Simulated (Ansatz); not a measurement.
# BH3O2S: the cost of one run

Method: PBE0-D4/def2-TZVP structures, single points in def2-TZVPP, no counterpoise correction; program: Ansatz 0.2.0, Gaussian basis.

Levels: SPW92, PBE-D4, BLYP-D4, r2SCAN-D4, B97M-V, PBE0-D4, B3LYP-D4, r2SCAN0-D4, BHLYP-D4, CAM-B3LYP-D4, wB97X-V, wB97M-V, B2PLYP, PBE-QIDH, RPA on PBE, Hartree-Fock, MP2, CCSD, CCSD(T).

Cores are frozen in the correlated methods. B3LYP uses VWN-RPA correlation. B2PLYP carries no dispersion term here.

94 further runs of the same task are left out: 94 set aside as unsound or not needed. Runs told in other sessions of the task aren't counted.

## 1. The system as given

The complex: 12 atoms, charge 0, spin multiplicity 1.

Atoms are counted from 1 here; the program's logs count them from 0.

Bond lengths: B1–S2 1.827 Å, B1–O3 1.357 Å, B1–O4 1.364 Å, S2–H7 1.341 Å, O3–H8 0.962 Å, O4–H9 0.959 Å, H5–C6 1.090 Å, C6–H10 1.090 Å, C6–H11 1.090 Å, C6–H12 1.090 Å. Angles: S2–B1–O3 119.6°, S2–B1–O4 121.0°, O3–B1–O4 119.4°, B1–S2–H7 95.1°, B1–O3–H8 111.7°, B1–O4–H9 115.0°, H5–C6–H10 109.2°, H5–C6–H11 109.6°, H5–C6–H12 109.4°, H10–C6–H11 109.6°, H10–C6–H12 109.5°, H11–C6–H12 109.5°.

As a file:

```mol
CH7BO2S
  3D, bonds by distance, orders not assigned

 12 10  0  0  0  0  0  0  0  0999 V2000
   -0.3065   -0.9546   -1.0723 B   0  0
    0.8948   -0.2900   -2.2771 S   0  0
    0.0961   -1.8827   -0.1674 O   0  0
   -1.6045   -0.5345   -1.0693 O   0  0
    0.8093    1.5186    0.6068 H   0  0
    0.2859    1.3403    1.5462 C   0  0
    1.9289   -1.0142   -1.8246 H   0  0
   -0.6221   -2.1456    0.4162 H   0  0
   -1.8181    0.1240   -1.7325 H   0  0
    0.7132    0.4644    2.0338 H   0  0
    0.3937    2.2090    2.1955 H   0  0
   -0.7708    1.1652    1.3446 H   0  0
  1  2  8  0
  1  3  8  0
  1  4  8  0
  2  7  8  0
  3  8  8  0
  4  9  8  0
  5  6  8  0
  6 10  8  0
  6 11  8  0
  6 12  8  0
M  END
```

Its parts: BH₃O₂S holds atoms 1, 2, 3, 4, 7, 8, 9; CH₄ holds atoms 5, 6, 10, 11, 12. Each part counts its atoms afresh in its own runs.

## 2. Relaxing BH₃O₂S alone

File relax-a/in.yaml:

```yaml
crystal:
  periodic: [false, false, false]
  atoms:
    - {symbol: B, position_ang: [-0.306472, -0.954584, -1.072288]}
    - {symbol: S, position_ang: [0.894771, -0.290018, -2.277063]}
    - {symbol: O, position_ang: [0.096098, -1.882681, -0.167426]}
    - {symbol: O, position_ang: [-1.604456, -0.534479, -1.069290]}
    - {symbol: H, position_ang: [1.928890, -1.014172, -1.824564]}
    - {symbol: H, position_ang: [-0.622085, -2.145573, 0.416165]}
    - {symbol: H, position_ang: [-1.818078, 0.123985, -1.732451]}
basis:
  gaussian: {orbitals: def2-TZVP}
hamiltonian: {xc: pbe0, dispersion: d4}
relax: {f_tol: 0.005, max_steps: 200}
```

Command:

```console
$ ansatz run in.yaml --threads 8 --pin off --events-out ev --progress --plain --max-ram 19148MiB
```

**Question.** How long does this run take on 8 threads of Arm Neoverse V2, shared host?

About 3 s.
